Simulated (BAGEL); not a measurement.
# C2H3BO2 (SMILES C#CB(O)O) at HF/cc-pVDZ (density fitting with qzvpp-jkfit)

What is the vertical singlet–triplet gap of C2H3BO2 at HF/cc-pVDZ (density fitting with qzvpp-jkfit)? 

The results are computed with BAGEL 1.2.2.

24 further runs of the same task are left out: 4 that didn't finish, 20 set aside as unsound or not needed.

## (1) Starting point

The species is C2H3BO2 (8 atoms), meant as a singlet with charge 0. As SMILES, `C#CB(O)O`. The coordinates come from a GFN2-xTB relaxation. This is one conformer, not always the lowest.

Bond lengths: C1–C2 1.201 Å, C2–B3 1.531 Å, B3–O4 1.356 Å, B3–O5 1.356 Å, C1–H6 1.051 Å, O4–H7 0.957 Å, O5–H8 0.958 Å. Angles: C1–C2–B3 179.9°, C2–B3–O4 117.9°, C2–B3–O5 117.8°, O4–B3–O5 124.4°, C2–C1–H6 179.9°, B3–O4–H7 117.1°, B3–O5–H8 117.1°.

## (2) The energy at HF/cc-pVDZ (density fitting with qzvpp-jkfit)

File input.json:

```json
{ "bagel": [

{
  "title": "molecule",
  "basis": "cc-pvdz.json",
  "df_basis": "qzvpp-jkfit",
  "angstrom": true,
  "geometry": [
    { "atom": "C", "xyz": [      -0.734730,       1.512000,       1.543880 ] },
    { "atom": "C", "xyz": [      -0.346440,       0.717740,       0.730450 ] },
    { "atom": "B", "xyz": [       0.146010,      -0.297350,      -0.305140 ] },
    { "atom": "O", "xyz": [       0.575010,       0.175250,      -1.501470 ] },
    { "atom": "O", "xyz": [       0.124000,      -1.609550,       0.036390 ] },
    { "atom": "H", "xyz": [      -1.075860,       2.206700,       2.255580 ] },
    { "atom": "H", "xyz": [       0.879890,      -0.468420,      -2.141120 ] },
    { "atom": "H", "xyz": [       0.432130,      -2.236370,      -0.618570 ] }
  ]
},

{
  "title": "hf"
},

{
  "title": "print",
  "file": "orbitals.molden",
  "orbitals": true
}

]}
```

The basis set cc-pVDZ is read from a file made from the Basis Set Exchange's data (not shown).

Started as:

```bash
$ BAGEL_NUM_THREADS=1 BAGEL input.json > input.out
```

Log:

```text
* using 1 threads per process

  ===============================================================
  ===============================================================

  *** Geometry ***

  { "atom" : "C", "xyz" : [     -1.388438,      2.857266,      2.917510 ] },
  { "atom" : "C", "xyz" : [     -0.654677,      1.356332,      1.380350 ] },
  { "atom" : "B", "xyz" : [      0.275919,     -0.561910,     -0.576631 ] },
  { "atom" : "O", "xyz" : [      1.086611,      0.331175,     -2.837367 ] },
  { "atom" : "O", "xyz" : [      0.234326,     -3.041609,      0.068767 ] },
  { "atom" : "H", "xyz" : [     -2.033081,      4.170059,      4.262428 ] },
  { "atom" : "H", "xyz" : [      1.662751,     -0.885186,     -4.046130 ] },
  { "atom" : "H", "xyz" : [      0.816607,     -4.226127,     -1.168928 ] },

  Number of auxiliary basis functions:      433

  Since a DF basis is specified, we compute 2- and 3-index integrals:
    o Being stored without compression. Storage requirement is 0.025 GB

  Number of basis functions:       85
  Number of electrons      :       36

    * METHOD: MOLECULE                             0.14

  *** RHF ***

  === Nuclear Repulsion ===
   137.6336303512

      * DIIS with orbital gradients will be used.

  === RHF iteration (cc-pvdz.json) ===
      0       -251.68028367          0.01893922           0.04
      1       -251.88915543          0.01129380           0.04
      2       -251.96710155          0.00157877           0.04
      3       -251.96873970          0.00048123           0.04
      4       -251.96885975          0.00016514           0.04
      5       -251.96887418          0.00005270           0.04
      6       -251.96887692          0.00002682           0.04
      7       -251.96887839          0.00001179           0.04
      8       -251.96887868          0.00000440           0.04
      9       -251.96887872          0.00000157           0.04
     10       -251.96887872          0.00000040           0.04
     11       -251.96887872          0.00000014           0.04
     12       -251.96887872          0.00000007           0.04
     13       -251.96887872          0.00000002           0.05
     14       -251.96887872          0.00000001           0.07
    * SCF iteration converged.

    * Permanent dipole moment:
           (   -0.320439,     0.668482,     0.680504) a.u.

    * METHOD: HF                                   0.80

    * METHOD: PRINT                                0.01

  ===============================================================
```

Wall time 1.4 s (1 thread of Intel Xeon 6975P-C (Granite Rapids), shared host); peak memory 0.1 GiB.

## (3) The triplet

File input.json:

```json
{ "bagel" : [

{
  "title" : "molecule",
  "basis" : "cc-pvdz.json",
  "df_basis" : "qzvpp-jkfit",
  "angstrom" : true,
  "geometry" : [
    { "atom" : "C", "xyz" : [      -0.734730,       1.512000,       1.543880 ] },
    { "atom" : "C", "xyz" : [      -0.346440,       0.717740,       0.730450 ] },
    { "atom" : "B", "xyz" : [       0.146010,      -0.297350,      -0.305140 ] },
    { "atom" : "O", "xyz" : [       0.575010,       0.175250,      -1.501470 ] },
    { "atom" : "O", "xyz" : [       0.124000,      -1.609550,       0.036390 ] },
    { "atom" : "H", "xyz" : [      -1.075860,       2.206700,       2.255580 ] },
    { "atom" : "H", "xyz" : [       0.879890,      -0.468420,      -2.141120 ] },
    { "atom" : "H", "xyz" : [       0.432130,      -2.236370,      -0.618570 ] }
  ]
},

{ "title" : "uhf", "nopen" : 2 },

{ "title" : "print", "file" : "orbitals.molden", "orbitals" : true }

]}
```

The basis set cc-pVDZ is read from a file made from the Basis Set Exchange's data (not shown).

Started as:

```bash
$ BAGEL_NUM_THREADS=1 BAGEL input.json > input.out
```

Log:

```text
* using 1 threads per process

  ===============================================================
  ===============================================================

  *** Geometry ***

  { "atom" : "C", "xyz" : [     -1.388438,      2.857266,      2.917510 ] },
  { "atom" : "C", "xyz" : [     -0.654677,      1.356332,      1.380350 ] },
  { "atom" : "B", "xyz" : [      0.275919,     -0.561910,     -0.576631 ] },
  { "atom" : "O", "xyz" : [      1.086611,      0.331175,     -2.837367 ] },
  { "atom" : "O", "xyz" : [      0.234326,     -3.041609,      0.068767 ] },
  { "atom" : "H", "xyz" : [     -2.033081,      4.170059,      4.262428 ] },
  { "atom" : "H", "xyz" : [      1.662751,     -0.885186,     -4.046130 ] },
  { "atom" : "H", "xyz" : [      0.816607,     -4.226127,     -1.168928 ] },

  Number of auxiliary basis functions:      433

  Since a DF basis is specified, we compute 2- and 3-index integrals:
    o Being stored without compression. Storage requirement is 0.025 GB

  Number of basis functions:       85
  Number of electrons      :       36

    * METHOD: MOLECULE                             0.15

  *** Open-shell HF ***

  === Nuclear Repulsion ===
   137.6336303512

      * DIIS with orbital gradients will be used.

  === UHF iteration (cc-pvdz.json) ===
      0       -251.48578118          0.03728487           0.09
      1       -251.70128587          0.02346498           0.09
      2       -251.76010491          0.01267628           0.09
      3       -251.78977678          0.00118495           0.09
      4       -251.79047615          0.00040731           0.10
      5       -251.79061490          0.00024247           0.09
      6       -251.79073708          0.00013455           0.09
      7       -251.79076730          0.00006293           0.09
      8       -251.79077151          0.00003897           0.09
      9       -251.79077443          0.00001745           0.09
     10       -251.79077527          0.00000889           0.09
     11       -251.79077547          0.00000416           0.09
     12       -251.79077552          0.00000257           0.08
     13       -251.79077553          0.00000246           0.09
     14       -251.79077553          0.00000254           0.09
     15       -251.79077552          0.00000193           0.09
     16       -251.79077551          0.00000085           0.08
     17       -251.79077551          0.00000052           0.09
     18       -251.79077551          0.00000023           0.10
     19       -251.79077551          0.00000013           0.08
     20       -251.79077551          0.00000010           0.09
     21       -251.79077551          0.00000006           0.09
     22       -251.79077551          0.00000004           0.09
     23       -251.79077551          0.00000004           0.08
     24       -251.79077551          0.00000004           0.09
     25       -251.79077551          0.00000003           0.10
     26       -251.79077551          0.00000002           0.08
     27       -251.79077551          0.00000001           0.09
     28       -251.79077551          0.00000001           0.08
    * SCF iteration converged.

    * S^2 (UHF) is 2.0188

    * Permanent dipole moment:
           (   -0.128506,     0.274182,     0.279010) a.u.

    * METHOD: UHF                                  2.70

    * METHOD: PRINT                                0.01

  ===============================================================
```

Run time: 3.3 s. Hardware: 1 thread of Intel Xeon 6975P-C (Granite Rapids), shared host; peak memory 0.1 GiB.

## (4) Outcome

At HF/cc-pVDZ (density fitting with qzvpp-jkfit):

| quantity | value |
| --- | --- |
| singlet: total energy | -251.96888 Eh |
| singlet: dipole moment | 2.56 D |
| singlet: HOMO energy | -10.68 eV |
| singlet: LUMO energy | 3.84 eV |
| singlet: HOMO–LUMO gap | 14.52 eV |
| triplet: total energy | -251.79078 Eh |
| triplet: dipole moment | 1.05 D |
| triplet: ⟨S²⟩ | 2.019 |
| vertical energy of the triplet above the singlet | 4.846 eV |

What this shows: At this shape the triplet lies 4.85 eV (112 kcal/mol) above the singlet.
